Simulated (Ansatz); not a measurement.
# In17Ga15As32: the cost of one run

Computed with Ansatz 0.2.0 (DFT PBEsol, scalar-relativistic, plane waves, PAW, and further levels as typed in the inputs, unless a step's input says otherwise).

### Step 1. The starting structure

Symmetry: P1, No. 1, triclinic system. The conventional cell has a = 11.739 Å, b = 11.739 Å, c = 11.739 Å, α = 90.00°, β = 90.00°, γ = 90.00°. Around Ga (site symmetry 1) lie 4 As at 2.54 Å. In (site symmetry 1) is surrounded by 4 As at 2.54 Å. Only part of the 64 independent sites is listed.

Structure file:

```
Ga In As
1.0
    11.73940    0.00000    0.00000
     0.00000   11.73940    0.00000
     0.00000    0.00000   11.73940
Ga In As
15 17 32
Direct
  0.00000 0.00000 0.00000
  0.25000 0.00000 0.25000
  0.25000 0.25000 0.00000
  0.00000 0.00000 0.50000
  0.00000 0.25000 0.75000
  0.25000 0.00000 0.75000
  0.25000 0.25000 0.50000
  0.00000 0.50000 0.00000
  0.25000 0.50000 0.25000
  0.00000 0.50000 0.50000
  0.00000 0.75000 0.75000
  0.50000 0.00000 0.00000
  0.50000 0.00000 0.50000
  0.50000 0.75000 0.25000
  0.75000 0.50000 0.25000
  0.00000 0.25000 0.25000
  0.00000 0.75000 0.25000
  0.25000 0.75000 0.00000
  0.25000 0.50000 0.75000
  0.25000 0.75000 0.50000
  0.50000 0.25000 0.25000
  0.75000 0.00000 0.25000
  0.75000 0.25000 0.00000
  0.50000 0.25000 0.75000
  0.75000 0.00000 0.75000
  0.75000 0.25000 0.50000
  0.50000 0.50000 0.00000
  0.75000 0.75000 0.00000
  0.50000 0.50000 0.50000
  0.50000 0.75000 0.75000
  0.75000 0.50000 0.75000
  0.75000 0.75000 0.50000
  0.12500 0.12500 0.12500
  0.12500 0.37500 0.37500
  0.37500 0.12500 0.37500
  0.37500 0.37500 0.12500
  0.12500 0.12500 0.62500
  0.12500 0.37500 0.87500
  0.37500 0.12500 0.87500
  0.37500 0.37500 0.62500
  0.12500 0.62500 0.12500
  0.12500 0.87500 0.37500
  0.37500 0.62500 0.37500
  0.37500 0.87500 0.12500
  0.12500 0.62500 0.62500
  0.12500 0.87500 0.87500
  0.37500 0.62500 0.87500
  0.37500 0.87500 0.62500
  0.62500 0.12500 0.12500
  0.62500 0.37500 0.37500
  0.87500 0.12500 0.37500
  0.87500 0.37500 0.12500
  0.62500 0.12500 0.62500
  0.62500 0.37500 0.87500
  0.87500 0.12500 0.87500
  0.87500 0.37500 0.62500
  0.62500 0.62500 0.12500
  0.62500 0.87500 0.37500
  0.87500 0.62500 0.37500
  0.87500 0.87500 0.12500
  0.62500 0.62500 0.62500
  0.62500 0.87500 0.87500
  0.87500 0.62500 0.87500
  0.87500 0.87500 0.62500
```

### Step 2. Relaxing the atoms: In17Ga15As32, no spin

Input file input.yaml:

```yaml
crystal:
  lattice:
    - [11.7394, 0.0, 0.0]
    - [0.0, 11.7394, 0.0]
    - [0.0, 0.0, 11.7394]
  atoms:
    - { symbol: Ga, position: [0.0, 0.0, 0.0] }
    - { symbol: In, position: [0.0, 0.25, 0.25] }
    - { symbol: Ga, position: [0.25, 0.0, 0.25] }
    - { symbol: Ga, position: [0.25, 0.25, 0.0] }
    - { symbol: Ga, position: [0.0, 0.0, 0.5] }
    - { symbol: Ga, position: [0.0, 0.25, 0.75] }
    - { symbol: Ga, position: [0.25, 0.0, 0.75] }
    - { symbol: Ga, position: [0.25, 0.25, 0.5] }
    - { symbol: Ga, position: [0.0, 0.5, 0.0] }
    - { symbol: In, position: [0.0, 0.75, 0.25] }
    - { symbol: Ga, position: [0.25, 0.5, 0.25] }
    - { symbol: In, position: [0.25, 0.75, 0.0] }
    - { symbol: Ga, position: [0.0, 0.5, 0.5] }
    - { symbol: Ga, position: [0.0, 0.75, 0.75] }
    - { symbol: In, position: [0.25, 0.5, 0.75] }
    - { symbol: In, position: [0.25, 0.75, 0.5] }
    - { symbol: Ga, position: [0.5, 0.0, 0.0] }
    - { symbol: In, position: [0.5, 0.25, 0.25] }
    - { symbol: In, position: [0.75, 0.0, 0.25] }
    - { symbol: In, position: [0.75, 0.25, 0.0] }
    - { symbol: Ga, position: [0.5, 0.0, 0.5] }
    - { symbol: In, position: [0.5, 0.25, 0.75] }
    - { symbol: In, position: [0.75, 0.0, 0.75] }
    - { symbol: In, position: [0.75, 0.25, 0.5] }
    - { symbol: In, position: [0.5, 0.5, 0.0] }
    - { symbol: Ga, position: [0.5, 0.75, 0.25] }
    - { symbol: Ga, position: [0.75, 0.5, 0.25] }
    - { symbol: In, position: [0.75, 0.75, 0.0] }
    - { symbol: In, position: [0.5, 0.5, 0.5] }
    - { symbol: In, position: [0.5, 0.75, 0.75] }
    - { symbol: In, position: [0.75, 0.5, 0.75] }
    - { symbol: In, position: [0.75, 0.75, 0.5] }
    - { symbol: As, position: [0.125, 0.125, 0.125] }
    - { symbol: As, position: [0.125, 0.375, 0.375] }
    - { symbol: As, position: [0.375, 0.125, 0.375] }
    - { symbol: As, position: [0.375, 0.375, 0.125] }
    - { symbol: As, position: [0.125, 0.125, 0.625] }
    - { symbol: As, position: [0.125, 0.375, 0.875] }
    - { symbol: As, position: [0.375, 0.125, 0.875] }
    - { symbol: As, position: [0.375, 0.375, 0.625] }
    - { symbol: As, position: [0.125, 0.625, 0.125] }
    - { symbol: As, position: [0.125, 0.875, 0.375] }
    - { symbol: As, position: [0.375, 0.625, 0.375] }
    - { symbol: As, position: [0.375, 0.875, 0.125] }
    - { symbol: As, position: [0.125, 0.625, 0.625] }
    - { symbol: As, position: [0.125, 0.875, 0.875] }
    - { symbol: As, position: [0.375, 0.625, 0.875] }
    - { symbol: As, position: [0.375, 0.875, 0.625] }
    - { symbol: As, position: [0.625, 0.125, 0.125] }
    - { symbol: As, position: [0.625, 0.375, 0.375] }
    - { symbol: As, position: [0.875, 0.125, 0.375] }
    - { symbol: As, position: [0.875, 0.375, 0.125] }
    - { symbol: As, position: [0.625, 0.125, 0.625] }
    - { symbol: As, position: [0.625, 0.375, 0.875] }
    - { symbol: As, position: [0.875, 0.125, 0.875] }
    - { symbol: As, position: [0.875, 0.375, 0.625] }
    - { symbol: As, position: [0.625, 0.625, 0.125] }
    - { symbol: As, position: [0.625, 0.875, 0.375] }
    - { symbol: As, position: [0.875, 0.625, 0.375] }
    - { symbol: As, position: [0.875, 0.875, 0.125] }
    - { symbol: As, position: [0.625, 0.625, 0.625] }
    - { symbol: As, position: [0.625, 0.875, 0.875] }
    - { symbol: As, position: [0.875, 0.625, 0.875] }
    - { symbol: As, position: [0.875, 0.875, 0.625] }
scf:
  occupations: { method: gaussian, width: 0.01 }
output:
  forces: true
  stress: true
  eigenvalues: true
  write_density: true
  write_potential: true
  elf: true
  volumetric_format: npy
hamiltonian:
  xc: pbesol
relax:
  f_tol: 0.01
  max_steps: 60
kpoints:
  mp_grid: { grid: [2, 2, 2] }
```

Launch:

```bash
$ ansatz run input.yaml --threads 8 --pin off --max-ram 49152MiB --backend cpu --events-out ev --progress --plain --runs-dir out
```

**Question.** How long does this run take on 8 threads of Intel Xeon at 2.70GHz, shared host, and how much memory does it need?

About 11 min, with a peak of 26 GiB.
